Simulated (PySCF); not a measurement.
# C7H8S (o-toluenethiol): the cost of one run

Computed with PySCF 2.14.0 and routines of our own; the level stands in each step. Atoms count from 0.

## 1. The starting structure

16 atoms, charge 0, multiplicity 1; geometry from: GFN2-xTB.

## 2. Optimising the geometry at PBE0-D3(BJ)/def2-SVP

The job: settings as JSON, then the geometry in Å.

```
{"job": {"xc": "PBE0", "basis": "def2-SVP", "d3": "d3bj", "grid": 2, "kind": "geom"}, "charge": 0, "multiplicity": 1}
C     -1.883772    -0.884995    -0.226626
C     -0.487322    -0.356588    -0.087827
C      0.596245    -1.191124    -0.331398
C      1.901052    -0.750881    -0.202571
C      2.149437     0.555960     0.180187
C      1.090652     1.408665     0.420398
C     -0.218065     0.961686     0.284664
S     -1.483257     2.155071     0.638891
H     -2.448938    -0.735372     0.693622
H     -1.861089    -1.949896    -0.442808
H     -2.411107    -0.386902    -1.042410
H      0.405573    -2.213828    -0.624420
H      2.719331    -1.427120    -0.398920
H      3.162433     0.912354     0.288708
H      1.265529     2.432527     0.715984
H     -2.504302     1.479386     0.123116
```

Command:

```sh
$ OMP_NUM_THREADS=1 python excited_run.py task.json out
```

This one command runs all jobs of the session in turn.

Q: Estimate the wall time and peak memory of this first job on 1 thread of Arm Neoverse V1, shared host.

About 1.9 min, with a peak of 0.75 GiB.
